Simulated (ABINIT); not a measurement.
# CoNiO2 (P4/mmm) in ABINIT: single point with PBEsol

Aim: the single point of CoNiO2 with PBEsol.

Program: ABINIT 10.8.3 (patched build). These are calculated values, not measurements. Logs are shortened: lines on timing, memory, paths and dates and some standing lists are left out, and cuts for length are marked. The log counts tension as positive stress, the text compression.

## (1) The structure

It takes space group P4/mmm (No. 123, tetragonal). Conventional cell: a = 3.014 Å, b = 3.014 Å, c = 4.222 Å, α = 90.00°, β = 90.00°, γ = 90.00°. Ni (site symmetry 4/mmm) is surrounded by 6 O at 2.11 to 2.13 Å. Co (site symmetry 4/mmm) has 6 O at 2.11 to 2.13 Å as nearest neighbours. O (site symmetry 4/mmm) is surrounded by 2 Ni at 2.11 Å and 4 Co at 2.13 Å. O (site symmetry 4/mmm) is surrounded by 2 Co at 2.11 Å and 4 Ni at 2.13 Å.

The cell comes from a database or a generator and needn't be the stable form of this composition.

## (2) Single point, PBEsol, collinear spin, ferromagnetic start

Contents of run.abi:

```
pp_dirpath "./"
pseudos "Ni.GGA_PBE-JTH.xml, Co.GGA_PBE-JTH.xml, O.GGA_PBE-JTH.xml"

acell 5.6962638184 5.6962638184 7.9789622701
rprim
     1.0000000000     0.0000000000     0.0000000000
     0.0000000000     1.0000000000     0.0000000000
     0.0000000000     0.0000000000     1.0000000000
ntypat 3
znucl 28 27 8
natom 4
typat 1 2 3 3
xred
     0.0000000000     0.0000000000     0.0000000000
     0.5000000000     0.5000000000     0.5000000000
     0.0000000000     0.0000000000     0.5000000000
     0.5000000000     0.5000000000     0.0000000000

ecut 41.0
pawecutdg 63.0
pawxcdev 0

kptopt 1
ngkpt 9 9 6
nshiftk 1
shiftk 0.0 0.0 0.0

ixc -116133

nband 29
occopt 3
tsmear 0.00183747

nsppol 2
spinat
     0.0000000000     0.0000000000     2.5000000000
     0.0000000000     0.0000000000     5.0000000000
     0.0000000000     0.0000000000     0.0000000000
     0.0000000000     0.0000000000     0.0000000000

nstep 100
tolvrs 1.0e-9

iomode 3
prtwf 0
prtden 0
prteig 0
prtebands 0
```

Potentials or basis: JTH PAW PBE v2.0.

Command:

```
> mpirun --bind-to none -np 4 abinit run.abi > log 2>&1
```

run.abo:

```text
.Version 10.8.3 of ABINIT
 Symmetries : space group P4/m m m (#123); Bravais tP (primitive tetrag.)
================================================================================
 Values of the parameters that define the memory need of the present run
     intxc =       0    ionmov =       0      iscf =      17    lmnmax =      18
     lnmax =       6     mgfft =      48  mpssoang =       3    mqgrid =    3001
     natom =       4  nloc_mem =       2    nspden =       2   nspinor =       1
    nsppol =       2      nsym =      16    n1xccc =       1    ntypat =       3
    occopt =       3   xclevel =       2
       mpw =        3269          nfft =       62208          nkpt =          60
Pmy_natom=         1
 PAW method is used; the additional fine FFT grid is defined by:
   mgfftf=        60    nfftf =    121500
================================================================================
================================================================================

--------------------------------------------------------------------------------
------------- Echo of variables that govern the present computation ------------
--------------------------------------------------------------------------------
 -outvars: echo values of preprocessed input variables --------
            acell      5.6962638184E+00  5.6962638184E+00  7.9789622701E+00 Bohr
              amu      5.86900000E+01  5.89332000E+01  1.59994000E+01
             ecut      4.10000000E+01 Hartree
                       outvar_i_n : Printing only first  50 k-points.
              ixc     -116133
                       outvar_i_n : Printing only first  50 k-points.
         kptrlatt        9    0    0      0    9    0      0    0    6
          kptrlen      4.78737736E+01
            natom           4
            nband          29
            ngfft          36      36      48
          ngfftdg          45      45      60
             nkpt          60
           nspden           2
           nsppol           2
            nstep         100
             nsym          16
           ntypat           3
                       prtocc : prtvol=0, do not print more k-points.
                       1.000000  1.000000  1.000000  1.000000  1.000000  1.000000
                       1.000000  1.000000  1.000000  1.000000  1.000000  1.000000
                       1.000000  1.000000  1.000000  1.000000  1.000000  1.000000
                       1.000000  1.000000  1.000000  1.000000  1.000000  1.000000
                       0.000000  0.000000  0.000000  0.000000  0.000000
                       1.000000  1.000000  1.000000  1.000000  1.000000  1.000000
                       1.000000  1.000000  1.000000  1.000000  1.000000  1.000000
                       1.000000  1.000000  1.000000  1.000000  1.000000  1.000000
                       1.000000  1.000000  1.000000  1.000000  1.000000  1.000000
                       0.000000  0.000000  0.000000  0.000000  0.000000
                       1.000000  1.000000  1.000000  1.000000  1.000000  1.000000
                       1.000000  1.000000  1.000000  1.000000  1.000000  1.000000
                       1.000000  1.000000  1.000000  1.000000  1.000000  1.000000
                       1.000000  1.000000  1.000000  1.000000  1.000000  1.000000
                       0.000000  0.000000  0.000000  0.000000  0.000000
                       1.000000  1.000000  1.000000  1.000000  1.000000  1.000000
                       1.000000  1.000000  1.000000  1.000000  1.000000  1.000000
[... 218 lines left out ...]
                       1.000000  1.000000  1.000000  1.000000  1.000000  1.000000
                       1.000000  1.000000  1.000000  1.000000  1.000000  1.000000
                       1.000000  1.000000  1.000000  1.000000  1.000000  1.000000
                       1.000000  1.000000  1.000000  1.000000  1.000000  0.000000
                       0.000000  0.000000  0.000000  0.000000  0.000000
                       1.000000  1.000000  1.000000  1.000000  1.000000  1.000000
                       1.000000  1.000000  1.000000  1.000000  1.000000  1.000000
                       1.000000  1.000000  1.000000  1.000000  1.000000  1.000000
                       1.000000  1.000000  1.000000  1.000000  1.000000  0.000000
                       0.000000  0.000000  0.000000  0.000000  0.000000
                       1.000000  1.000000  1.000000  1.000000  1.000000  1.000000
                       1.000000  1.000000  1.000000  1.000000  1.000000  1.000000
                       1.000000  1.000000  1.000000  1.000000  1.000000  1.000000
                       1.000000  1.000000  1.000000  1.000000  1.000000  0.000000
                       0.000000  0.000000  0.000000  0.000000  0.000000
                       prtocc : prtvol=0, do not print more k-points.
           occopt           3
        pawecutdg      6.30000000E+01 Hartree
         pawxcdev           0
           prtden           0
        prtebands           0
           prteig           0
            prtwf           0
          spgroup         123
           spinat      0.0000000000E+00  0.0000000000E+00  2.5000000000E+00
                       0.0000000000E+00  0.0000000000E+00  5.0000000000E+00
                       0.0000000000E+00  0.0000000000E+00  0.0000000000E+00
                       0.0000000000E+00  0.0000000000E+00  0.0000000000E+00
           tolvrs      1.00000000E-09
           tsmear      1.83747000E-03 Hartree
            typat      1  2  3  3
           useylm           1
                       outvars : Printing only first  50 k-points.
[... 168 lines left out ...]
    1       0.000000000000      0.000000000000      0.000000000000
    2       0.000000000000      0.000000000000      0.000000000000
    3       0.000000000000      0.000000000000      0.000000000000
    4       0.000000000000      0.000000000000      0.000000000000

 cartesian coordinates (angstrom) at end:
    1      0.00000000000000     0.00000000000000     0.00000000000000
    2      1.50716649897181     1.50716649897181     2.11114249856367
    3      0.00000000000000     0.00000000000000     2.11114249856367
    4      1.50716649897181     1.50716649897181     0.00000000000000

 cartesian forces (hartree/bohr) at end:
    1     -0.00000000000000    -0.00000000000000    -0.00000000000000
    2     -0.00000000000000    -0.00000000000000    -0.00000000000000
    3     -0.00000000000000    -0.00000000000000    -0.00000000000000
    4     -0.00000000000000    -0.00000000000000    -0.00000000000000
 frms,max,avg= 0.0000000E+00 0.0000000E+00   0.000E+00  0.000E+00  0.000E+00 h/b

 cartesian forces (eV/Angstrom) at end:
    1     -0.00000000000000    -0.00000000000000    -0.00000000000000
    2     -0.00000000000000    -0.00000000000000    -0.00000000000000
    3     -0.00000000000000    -0.00000000000000    -0.00000000000000
    4     -0.00000000000000    -0.00000000000000    -0.00000000000000
 frms,max,avg= 0.0000000E+00 0.0000000E+00   0.000E+00  0.000E+00  0.000E+00 e/A
 length scales=  5.696263818400  5.696263818400  7.978962270100 bohr
              =  3.014332997944  3.014332997944  4.222284997127 angstroms
 Fermi (or HOMO) energy (hartree) =   0.34592   Average Vxc (hartree)=  -0.45744
 Magnetization (Bohr magneton)=  4.54197229E+00
 Total spin up =  2.57709861E+01   Total spin down =  2.12290139E+01
 Eigenvalues (hartree) for nkpt=  60  k points, SPIN UP:
 kpt#   1, nband= 29, wtk=  0.00206, kpt=  0.0000  0.0000  0.0000 (reduced coord)
  -3.46801   -3.20214   -2.01966   -2.01680   -2.01680   -1.86040   -1.86040   -1.85041
  -0.39363   -0.34466    0.09613    0.18603    0.18603    0.20488    0.22993    0.23204
   0.23278    0.23278    0.23641    0.24426    0.24426    0.25005    0.25306    0.26902
   0.28556    0.28556    0.38226    0.55480    0.71129
      occupation numbers for kpt#   1
   1.00000    1.00000    1.00000    1.00000    1.00000    1.00000    1.00000    1.00000
   1.00000    1.00000    1.00000    1.00000    1.00000    1.00000    1.00000    1.00000
   1.00000    1.00000    1.00000    1.00000    1.00000    1.00000    1.00000    1.00000
   1.00000    1.00000    0.00000    0.00000    0.00000
 prteigrs : prtvol=0 or 1, do not print more k-points.

 Eigenvalues (hartree) for nkpt=  60  k points, SPIN DOWN:
 kpt#   1, nband= 29, wtk=  0.00206, kpt=  0.0000  0.0000  0.0000 (reduced coord)
  -3.40690   -3.09303   -1.95888   -1.95760   -1.95760   -1.75179   -1.75179   -1.74826
  -0.37619   -0.32452    0.11023    0.20441    0.20441    0.25145    0.25281    0.25281
   0.25874    0.29532    0.29532    0.30081    0.32720    0.33002    0.34381    0.34381
   0.35238    0.37245    0.39836    0.57795    0.72647
      occupation numbers for kpt#   1
   1.00000    1.00000    1.00000    1.00000    1.00000    1.00000    1.00000    1.00000
   1.00000    1.00000    1.00000    1.00000    1.00000    1.00000    1.00000    1.00000
   1.00000    1.00000    1.00000    1.00000    0.99996    0.99983    0.75941    0.75941
   0.02883    0.00000    0.00000    0.00000    0.00000
 prteigrs : prtvol=0 or 1, do not print more k-points.

--- !EnergyTerms
iteration_state     : {dtset: 1, }
comment             : Components of total free energy in Hartree
kinetic             :  5.55290072470955E+01
hartree             :  9.08344659698618E+01
xc                  : -1.53526240102673E+01
Ewald energy        : -2.23976283959438E+02
psp_core            :  8.40465934798194E+00
local_psp           : -2.87039005463629E+02
PAW spherical_terms :  2.24076698629852E+01
internal            : -3.49192111005411E+02
'-kT*entropy'       : -2.22550781557231E-03
total_energy        : -3.49194336513226E+02
total_energy_eV     : -9.50206196577046E+03
...

--- !EnergyTermsDC
iteration_state     : {dtset: 1, }
comment             : '"Double-counting" decomposition of free energy'
band_energy         : -3.11217678546332E+01
Ewald energy        : -2.23976283959438E+02
psp_core            :  8.40465934798194E+00
xc_dc               : -8.61192983932700E+01
PAW spherical_terms : -1.63794225667488E+01
internal            : -3.49192113426108E+02
'-kT*entropy'       : -2.22550781557231E-03
total_energy_dc     : -3.49194338933924E+02
total_energy_dc_eV  : -9.50206203164100E+03
...

--- !EnergyTermsWithPAWCore
iteration_state     : {dtset: 1, }
comment             : 'Components of total free energy, including PAW core contributions'
Total energy        : -3.06170268558080E+03
Total energy DC     : -3.06170268800150E+03
Total energy (eV)   : -8.33131743476964E+04
Total energy DC (eV): -8.33131744135670E+04
...

 Cartesian components of stress tensor (hartree/bohr^3)
  sigma(1 1)=  4.16339201E-04  sigma(3 2)=  0.00000000E+00
  sigma(2 2)=  4.16339201E-04  sigma(3 1)=  0.00000000E+00
  sigma(3 3)=  3.60944721E-04  sigma(2 1)=  0.00000000E+00

-Cartesian components of stress tensor (GPa)         [Pressure= -1.1706E+01 GPa]
- sigma(1 1)=  1.22491222E+01  sigma(3 2)=  0.00000000E+00
- sigma(2 2)=  1.22491222E+01  sigma(3 1)=  0.00000000E+00
- sigma(3 3)=  1.06193603E+01  sigma(2 1)=  0.00000000E+00

== END DATASET(S) ==============================================================
================================================================================

 -outvars: echo values of variables after computation  --------
            acell      5.6962638184E+00  5.6962638184E+00  7.9789622701E+00 Bohr
           etotal     -3.4919433893E+02
            fcart     -0.0000000000E+00 -0.0000000000E+00 -0.0000000000E+00
                      -0.0000000000E+00 -0.0000000000E+00 -0.0000000000E+00
                      -0.0000000000E+00 -0.0000000000E+00 -0.0000000000E+00
                      -0.0000000000E+00 -0.0000000000E+00 -0.0000000000E+00
           strten      4.1633920089E-04  4.1633920089E-04  3.6094472138E-04
                       0.0000000000E+00  0.0000000000E+00  0.0000000000E+00
           xangst      0.0000000000E+00  0.0000000000E+00  0.0000000000E+00
                       1.5071664990E+00  1.5071664990E+00  2.1111424986E+00
                       0.0000000000E+00  0.0000000000E+00  2.1111424986E+00
                       1.5071664990E+00  1.5071664990E+00  0.0000000000E+00
             xred      0.0000000000E+00  0.0000000000E+00  0.0000000000E+00
                       5.0000000000E-01  5.0000000000E-01  5.0000000000E-01
                       0.0000000000E+00  0.0000000000E+00  5.0000000000E-01
                       5.0000000000E-01  5.0000000000E-01  0.0000000000E+00
 Calculation completed.
```

Run time: 17 min. Hardware: 4 MPI ranks of Arm Neoverse N1, shared host; peak memory 0.84 GiB.

Results:

* Free energy: -9502.0620 eV
* Pressure: -11.7 GPa
* Band gap on the k mesh: none (metal or under the smearing width)
* Net moment: 4.54 μB per cell
* Site moments: Ni +1.34; Co +2.52; O +0.28, +0.26 μB
* Valence electrons inside the program's atomic spheres: Ni 15.73; Co 15.26; O 4.48

Caveat: the PAW data sets were made with another functional, which shifts forces and pressure a little; semilocal functionals often make such compounds metallic where correlation or magnetic order opens a gap, which also shifts bond lengths. With open d or f shells a metallic result of PBEsol can be an artefact of self-interaction; +U or a hybrid may open a gap.

## (3) For comparison

An earlier run on the cell as given: functional PBEsol; potentials or basis JTH PAW PBE v2.0; cutoff 1116 eV; k mesh 9 × 9 × 6; occupations fermi-dirac, width 0.05 eV; collinear spin, ferromagnetic start; starting moments [1.0, 2.0, 0.0, 0.0] μB.

* Pressure: -11.7 GPa
* Band gap on the k mesh: none (metal or under the smearing width)
* Net moment: 4.54 μB per cell
* Site moments: Ni +1.34; Co +2.52; O +0.28, +0.26 μB
* Valence electrons inside the program's atomic spheres: Ni 15.73; Co 15.26; O 4.48
